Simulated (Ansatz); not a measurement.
The system is SiTe.

```xyz
2
Lattice="3.7143 0.0000 0.0000 -1.8572 3.2167 0.0000 0.0000 0.0000 4.9764" Properties=species:S:1:pos:R:3 pbc="T T T"
Si    0.0000    0.0000    2.4882
Te    0.0000    0.0000    0.0000
```

The cell was built by a generator and needn't be a form met in nature.

```yaml
Program: Ansatz 0.2.0
Task: relaxation of cell and atoms
Functional: HSE03
Potentials_or_basis: Ansatz PAW
Cutoff: "420 eV (not typed: the program's choice for these potentials)"
k_mesh: 4 × 4 × 3
Occupations: fermi-dirac, width 0.05 eV
Spin: no spin polarisation
```

At the start: volume 29.73 Å³/atom.

Question: How do energy, volume and symmetry change on relaxing?

Answer: It ends after 11 steps and the volume is 24.23 Å³/atom (-18.5 %); space group P6/mmm (No. 191, to 0.05 Å).

The path:
| step | energy change (eV) | largest force (eV/Å) | volume (Å³) |
| --- | --- | --- | --- |
| 1 | 0.0000 | 0.0000 | 59.46 |
| 2 | -0.3813 | 0.0000 | 55.28 |
| 3 | -0.8470 | 0.0000 | 55.15 |
| 4 | -1.2930 | 0.0000 | 51.63 |
| 5 | -1.4140 | 0.0000 | 47.18 |
| 6 | -1.4251 | 0.0000 | 48.73 |
| 7 | -1.4261 | 0.0000 | 48.43 |
| 8 | -1.4261 | 0.0000 | 48.44 |
| 9 | -1.4265 | 0.0000 | 48.44 |
| 10 | -1.4265 | 0.0000 | 48.46 |
| 11 | -1.4265 | 0.0000 | 48.46 |

Final structure:
```
Si Te
1.0
     3.12845    0.00000    0.00000
    -1.56422    2.70932    0.00000
     0.00000    0.00000    5.71690
Si Te
1 1
Direct
  0.00000 0.00000 0.50000
  0.00000 0.00000 0.00000
```

Caveat: the k mesh is coarse (spacing up to 0.49 Å⁻¹), so the values aren't converged, least of all with exact exchange; the volume moved by over 15 % at a fixed basis, so the end points are rough; the plane-wave basis is chosen anew once the cell has moved, so the energies of steps on either side of that aren't comparable; the PAW data sets come from PBE, with cores solved anew for the run's functional, which leaves a small shift of forces and pressure.
